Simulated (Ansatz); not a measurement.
# ClF2ISi, SMILES F[Si](F)(Cl)I: harmonic frequencies at the relaxed geometry

Computed with the Ansatz DFT code, driven from Python.

The script, `clf2isi.py`:
```python
"""Vibrations and zero-point energy of ClF2ISi."""

import itertools

import ansatz as az
from ase import Atoms
from ase.data import atomic_numbers, covalent_radii
from ase.thermochemistry import IdealGasThermo
import numpy as np

GEOMETRY = """
F     1.49640   -0.91480    0.01320
Si    0.01860   -0.14550    0.07380
F    -0.71480   -0.49590    1.45520
Cl   -1.08020   -0.78530   -1.47070
I     0.33000    2.26790   -0.11290
"""

mol = az.Crystal.molecule()
for line in GEOMETRY.strip().splitlines():
    symbol, *xyz = line.split()
    mol = mol.atom(symbol, [float(v) for v in xyz])

job = (
    mol.calculation()
    .basis(gaussian="def2-SVP")  # the orbital basis, by name
    .functional("pbe0")
)
symbols = [site.symbol for site in mol.cartesian_sites]
start = np.array([site.position_ang for site in mol.cartesian_sites], dtype=float)
data = job.relax(force_tolerance=0.003).run().report
end = np.array(data["positions_ang"])

# pairs closer than 1.2 times the sum of covalent radii, before or after
radius = [covalent_radii[atomic_numbers[s]] for s in symbols]
span = lambda where, i, j: np.linalg.norm(where[i] - where[j])
bonded = [(i, j) for i, j in itertools.combinations(range(len(symbols)), 2) if min(span(start, i, j), span(end, i, j)) < 1.2 * (radius[i] + radius[j])]
print("pair        before    after (A)")
for i, j in bonded:
    print(f"{symbols[i]}{i}-{symbols[j]}{j}".ljust(10), f"{span(start, i, j):8.4f} {span(end, i, j):8.4f}")
for first, second in list(itertools.combinations(bonded, 2)):
    shared = set(first) & set(second)
    if shared and symbols[(j := shared.pop())] != "H":
        i, k = sorted((set(first) | set(second)) - {j})
        u, v = end[i] - end[j], end[k] - end[j]
        angle = np.degrees(np.arccos(np.clip(u @ v / np.linalg.norm(u) / np.linalg.norm(v), -1, 1)))
        print(f"final angle {symbols[i]}{i}-{symbols[j]}{j}-{symbols[k]}{k}: {angle:.2f} deg")

# same settings at the minimum
minimum = az.Crystal.molecule()
for symbol, place in zip(symbols, end):
    minimum = minimum.atom(symbol, place.tolist())
vibrating = (
    minimum.calculation()
    .basis(gaussian="def2-SVP")
    .functional("pbe0")
    .phonons(temperatures=(298.15, 498.15, 100))
)
vib = vibrating.run().report["vibrations"]
sums = vib["harmonic_sums"]
modes = [m["omega_inv_cm"] for m in sums["modes_at_gamma"] if m["rigid_motion"] == "no"]
print("frequencies (1/cm):", " ".join(f"{w:.0f}" for w in modes))
print("imaginary modes:", sum(w < 0 for w in modes), " zero-point energy:", round(sums["zero_point_energy_ev"], 4), "eV")
# rigid rotor and ideal gas, symmetry number taken as one
gas = IdealGasThermo(vib_energies=[w / 8065.544 for w in modes if w > 0], geometry="linear" if len(modes) == 3 * len(symbols) - 5 else "nonlinear",
                     atoms=Atoms(symbols, positions=end), symmetrynumber=1, spin=0.0)
print(f"H(298 K) - E = {gas.get_enthalpy(298.15, verbose=False):.4f} eV")
print(f"S(298 K, 1 bar) = {96485.33 * gas.get_entropy(298.15, 1e5, verbose=False):.1f} J/(mol K) with symmetry number 1")
```

```console
$ python clf2isi.py
pair        before    after (A)
F0-Si1       1.6671   1.6013
Si1-F2       1.6028   1.6013
Si1-Cl3      2.0005   2.0263
Si1-I4       2.4406   2.3960
final angle F0-Si1-F2: 107.09 deg
final angle F0-Si1-Cl3: 108.72 deg
final angle F0-Si1-I4: 109.66 deg
final angle F2-Si1-Cl3: 108.72 deg
final angle F2-Si1-I4: 109.66 deg
final angle Cl3-Si1-I4: 112.83 deg
frequencies (1/cm): 128 172 226 242 293 417 614 904 989
imaginary modes: 0  zero-point energy: 0.2471 eV
H(298 K) - E = 0.4389 eV
S(298 K, 1 bar) = 350.5 J/(mol K) with symmetry number 1
```

Reading the output:
- The frequencies are harmonic and unscaled, in a modest basis. The result belongs to the one conformer reached from this start, and soft torsions count as harmonic oscillators.
- def2 sets replace the cores of elements past krypton by effective core potentials.
- The entropy takes a symmetry number of 1; a symmetric molecule's is lower by R ln(sigma).
- Wall time of the script: 2.3 min on 1 thread of Arm Neoverse V1, on a shared host, peak memory 0.33 GiB.
